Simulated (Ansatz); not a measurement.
Wanted: the native input for an Ansatz 0.2.0 run.

```
Task                : single point
Functional          : PBE
Potentials or basis : Ansatz PAW
Cutoff              : 420 eV (not typed: the program's choice for these potentials)
k mesh              : 9 × 9 × 9
Occupations         : gaussian, width 0.014 eV
Spin                : no spin polarisation
```

Crystal: GeW.

```xyz
2
Lattice="0.0000 2.5776 2.5776 2.5776 0.0000 2.5776 2.5776 2.5776 0.0000" Properties=species:S:1:pos:R:3 pbc="T T T"
Ge    2.5776    2.5776    2.5776
W     0.0000    0.0000    0.0000
```

The cell was built by a generator and needn't be a form met in nature.

These files were run (other wordings do the same):

input.yaml

```yaml
crystal:
  lattice:
    - [0.0, 2.57761, 2.57761]
    - [2.57761, 0.0, 2.57761]
    - [2.57761, 2.57761, 0.0]
  atoms:
    - { symbol: Ge, position: [0.5, 0.5, 0.5] }
    - { symbol: W, position: [0.0, 0.0, 0.0] }
hamiltonian:
  xc: pbe
  pseudopotentials: { kind: paw }
kpoints:
  mp_grid: { grid: [9, 9, 9] }
scf:
  occupations: { method: gaussian, width: 0.014 }
output:
  forces: true
  stress: true
  eigenvalues: true
```

Potentials or basis: Ansatz PAW.

Command:

```sh
$ ansatz run input.yaml --threads 2 --pin off --max-ram 5632MiB --backend cpu --events-out ev --progress --plain --runs-dir out
```

Results of the run:

```json
{
  "Pressure": "0.2 GPa",
  "Band gap on the k mesh": "none (metal or under the smearing width)"
}
```

Wall time 0.81 s on 2 threads of Arm Neoverse V1, on a shared host, peak memory 0.3 GiB.
